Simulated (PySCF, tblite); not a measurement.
# C₈H₁₂: geometry, infrared bands and NMR shifts

Aim: predict the infrared bands and NMR shifts of C₈H₁₂ (`C=CC(=C)/C=C\CC`).

The runs use tblite 0.8.0 and PySCF 2.14.0, with density-fitted response routines of our own; the level of theory stands in each step. All values are computed, except where a source is named. Atoms count from 0, in the outputs and in this text.

## Step 1: Starting geometry

20 atoms, charge 0, multiplicity 1; geometry from: force field or distance geometry start.

Bonds of the start (Å): C0–C1 1.33, C1–C2 1.48, C2–C3 1.33, C2–C4 1.45, C4–C5 1.34, C5–C6 1.51, C6–C7 1.52, C0–H8 1.08, C0–H9 1.09, C1–H10 1.09, C3–H11 1.09, C3–H12 1.10, C4–H13 1.09, C5–H14 1.08, C6–H15 1.11, C6–H16 1.10, C7–H17 1.10, C7–H18 1.09, C7–H19 1.09.

## Step 2: Optimising the geometry with GFN2-xTB

What the job is given:

```
{"job": {"kind": "relax", "xc": "GFN2-xTB", "basis": "xTB"}, "charge": 0, "multiplicity": 1}
C     -1.699400     0.694900    -1.704700
C     -1.965100     0.331600    -0.451100
C     -1.296000    -0.778500     0.258700
C     -1.792800    -1.156900     1.438300
C     -0.089500    -1.429200    -0.199300
C      1.154000    -0.941800    -0.101900
C      1.571000     0.362800     0.526900
C      2.203800     1.299700    -0.487400
H     -0.967200     0.188100    -2.318800
H     -2.246100     1.528900    -2.146000
H     -2.718200     0.880200     0.111000
H     -2.679100    -0.715300     1.887700
H     -1.322000    -1.952300     2.032600
H     -0.236000    -2.396400    -0.683800
H      1.968800    -1.539200    -0.492400
H      2.297000     0.147700     1.333000
H      0.729700     0.870600     1.015800
H      3.079400     0.836800    -0.955300
H      2.510100     2.229600    -0.003300
H      1.492400     1.549300    -1.279800
```

Run with:

```sh
OMP_NUM_THREADS=1 python probes_run.py task.json out
```

This one command runs all jobs of the session in turn.

**Question.** This job is followed by: GFN2-xTB harmonic vibrations, gas phase; GIAO PBE0/pcSseg-1 NMR shielding, non-relativistic, gas phase. What will the session give for the following? strongest single infrared mode (GFN2-xTB); zero-point energy (GFN2-xTB); 13C shifts against TMS (PBE0/pcSseg-1); 1H shifts against TMS (PBE0/pcSseg-1, means over atoms taken as alike); surface potential, 1st and 99th percentile.

The runs gave:

| quantity | value |
| --- | --- |
| strongest single infrared mode (GFN2-xTB) | 3052 cm⁻¹, 111 km/mol |
| zero-point energy (GFN2-xTB) | 107.4 kcal/mol |
| 13C shifts against TMS (PBE0/pcSseg-1) | 154.3, 147.2, 145.4, 133.9, 124.5, 124.1, 27.5, 16.3 ppm |
| 1H shifts against TMS (PBE0/pcSseg-1, means over atoms taken as alike) | 6.80, 6.38, 5.98, 5.73, 5.50, 5.49, 5.24, 2.06, 0.96 ppm |
| surface potential, 1st and 99th percentile | -0.69 V and 0.71 V |

What this shows: Relaxing lowered the energy by 0.133 eV in 59 steps; the close pair that moved most is C2–C4, from 1.445 to 1.481 Å. The lowest mode is imaginary (25i cm⁻¹), so the xTB geometry is not a minimum. Unscaled tight-binding wavenumbers are off by several per cent, some by more. Its intensities can rank the bands wrongly. By nearest atom (PBE0/pcSseg-1), the HOMO sits on C0, C3 about 25 % each; C2 14 % and the LUMO on C0, C3 about 21 % each; C1, C2 about 14 % each.
